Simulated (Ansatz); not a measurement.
# BClGeH5NO: the cost of one run

Program: Ansatz 0.2.0. Level of theory: RKS LDA/def2-SVP. These are calculated values, not measurements.

### Step 1. The system as given

Bond lengths: N1–B2 1.482 Å, B2–Cl3 1.834 Å, B2–O4 1.454 Å, O4–Ge5 1.732 Å, N1–H6 1.016 Å, N1–H7 1.072 Å, Ge5–H8 1.529 Å, Ge5–H9 1.580 Å, Ge5–H10 1.555 Å. Angles: N1–B2–Cl3 119.6°, N1–B2–O4 119.9°, Cl3–B2–O4 120.5°, B2–N1–H6 113.1°, B2–N1–H7 107.8°, H6–N1–H7 104.7°, B2–O4–Ge5 109.9°, O4–Ge5–H8 112.0°, O4–Ge5–H9 108.3°, O4–Ge5–H10 108.4°, H8–Ge5–H9 110.9°, H8–Ge5–H10 109.3°, H9–Ge5–H10 107.8°.

Structure file:

```xyz
10

N    -0.7009    1.5568    0.6520
B    -0.7912    0.0780    0.6155
Cl   -0.8367   -0.8660    2.1872
O    -0.8276   -0.6153   -0.6621
Ge    0.7860   -0.9475   -1.1981
H     0.1210    1.8935    1.1460
H    -1.5312    1.9223    1.2236
H     0.8055   -1.6649   -2.5479
H     1.5100   -1.8098   -0.0903
H     1.5480    0.4018   -1.3231
```

### Step 2. End point A

File input.yaml:

```yaml
crystal:
  periodic: [false, false, false]
  atoms:
    - { symbol: "N", position_ang: [-0.7009, 1.5568, 0.652] }
    - { symbol: B, position_ang: [-0.7912, 0.078, 0.6155] }
    - { symbol: Cl, position_ang: [-0.8367, -0.866, 2.1872] }
    - { symbol: O, position_ang: [-0.8276, -0.6153, -0.6621] }
    - { symbol: Ge, position_ang: [0.786, -0.9475, -1.1981] }
    - { symbol: H, position_ang: [0.121, 1.8935, 1.146] }
    - { symbol: H, position_ang: [-1.5312, 1.9223, 1.2236] }
    - { symbol: H, position_ang: [0.8055, -1.6649, -2.5479] }
    - { symbol: H, position_ang: [1.51, -1.8098, -0.0903] }
    - { symbol: H, position_ang: [1.548, 0.4018, -1.3231] }
basis:
  gaussian: { orbitals: def2-SVP }
hamiltonian:
  xc: lda
relax:
  f_tol: 0.015
  max_steps: 40
```

Launch:

```sh
ansatz run input.yaml --threads 2 --pin off --max-ram 3072MiB --backend cpu --events-out ev --progress --plain --runs-dir out
```

**Question.** How long does this run take on 2 threads of Intel Xeon Platinum 8488C (Sapphire Rapids), shared host, and how much memory does it need?

About 23 s, with a peak of 0.19 GiB.
